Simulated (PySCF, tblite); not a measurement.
# C₆H₁₄OSi₂: geometry, infrared bands and NMR shifts

What infrared bands and NMR shifts should C₆H₁₄OSi₂ (`CC#C[SiH2][C@@H]([SiH3])CCO`) show?

Computed with tblite 0.8.0 and PySCF 2.14.0, with density-fitted response routines of our own, on a single molecule in the gas phase. Atoms count from 0, in the outputs and in this text.

### 1 The molecule as given

23 atoms, charge 0, multiplicity 1; geometry from: force field or distance geometry start.

Bonds of the start (Å): C0–C1 1.48, C1–C2 1.19, C2–Si3 1.85, Si3–C4 1.84, C4–Si5 1.90, C4–C6 1.49, C6–C7 1.50, C7–O8 1.39, C0–H9 1.13, C0–H10 1.11, C0–H11 1.10, Si3–H12 1.47, Si3–H13 1.46, C4–H14 1.12, Si5–H15 1.48, Si5–H16 1.46, Si5–H17 1.48, C6–H18 1.13, C6–H19 1.12, C7–H20 1.14, C7–H21 1.11, O8–H22 1.00.

### 2 Geometry optimisation with GFN2-xTB

The job: settings as JSON, then the geometry in Å.

```
{"job": {"kind": "relax", "xc": "GFN2-xTB", "basis": "xTB"}, "charge": 0, "multiplicity": 1}
C      4.452700     0.080900     0.658000
C      3.064400    -0.237600     0.238700
C      1.956000    -0.511500    -0.104800
Si     0.250400    -0.919800    -0.683500
C     -0.882000     0.525700    -0.581200
Si    -1.555700     0.801300    -2.336600
C     -2.090600     0.353000     0.268900
C     -1.831500     0.059600     1.714600
O     -1.114600    -1.109900     1.912500
H      4.412400     0.529400     1.697400
H      4.888200     0.821900    -0.049000
H      5.083800    -0.825900     0.671100
H      0.418400    -1.281200    -2.102700
H     -0.224600    -2.120200    -0.000400
H     -0.286900     1.435500    -0.321200
H     -2.437000     1.979700    -2.228600
H     -0.477300     0.956400    -3.313500
H     -2.420800    -0.366200    -2.598200
H     -2.639900     1.336700     0.250400
H     -2.805000    -0.363700    -0.199800
H     -2.857100    -0.111100     2.177100
H     -1.415700     0.921600     2.277600
H     -1.492300    -1.654800     2.663300
```

Started as:

```bash
$ OMP_NUM_THREADS=1 python probes_run.py task.json out
```

This one command runs all jobs of the session in turn.

**Question.** This job is followed by: GFN2-xTB harmonic vibrations, gas phase; GIAO PBE0/pcSseg-1 NMR shielding, non-relativistic, gas phase. Predict these results of the whole session: strongest single infrared mode (GFN2-xTB); zero-point energy (GFN2-xTB); 13C shifts against TMS (PBE0/pcSseg-1); 1H shifts against TMS (PBE0/pcSseg-1, means over atoms taken as alike); 29Si shifts against TMS (PBE0/pcSseg-1); 17O shifts against H2O (PBE0/pcSseg-1); surface potential, 1st and 99th percentile.

**Answer**, as computed:

| quantity | value |
| --- | --- |
| strongest single infrared mode (GFN2-xTB) | 2255 cm⁻¹, 481 km/mol |
| zero-point energy (GFN2-xTB) | 108.7 kcal/mol |
| 13C shifts against TMS (PBE0/pcSseg-1) | 117.8, 82.4, 70.3, 39.4, 9.0, 6.0 ppm |
| 1H shifts against TMS (PBE0/pcSseg-1, means over atoms taken as alike) | 4.46, 4.43, 4.13, 3.88, 3.87, 2.53, 2.16, 1.89, 1.62, 0.24 ppm |
| 29Si shifts against TMS (PBE0/pcSseg-1) | -62.7, -64.3 ppm |
| 17O shifts against H2O (PBE0/pcSseg-1) | 59.5 ppm |
| surface potential, 1st and 99th percentile | -1.70 V and 1.07 V |

The optimisation took 230 steps and gained 0.799 eV; among the close pairs (by a distance rule), Si3–C4 changed most, from 1.839 to 1.912 Å. All 63 modes are real, so the xTB geometry is a minimum. Unscaled tight-binding wavenumbers are off by several per cent, some by more. Its intensities can rank the bands wrongly. At PBE0/pcSseg-1: Shielding is most anisotropic at C1 (span 290 ppm, paramagnetic term -207 ppm).
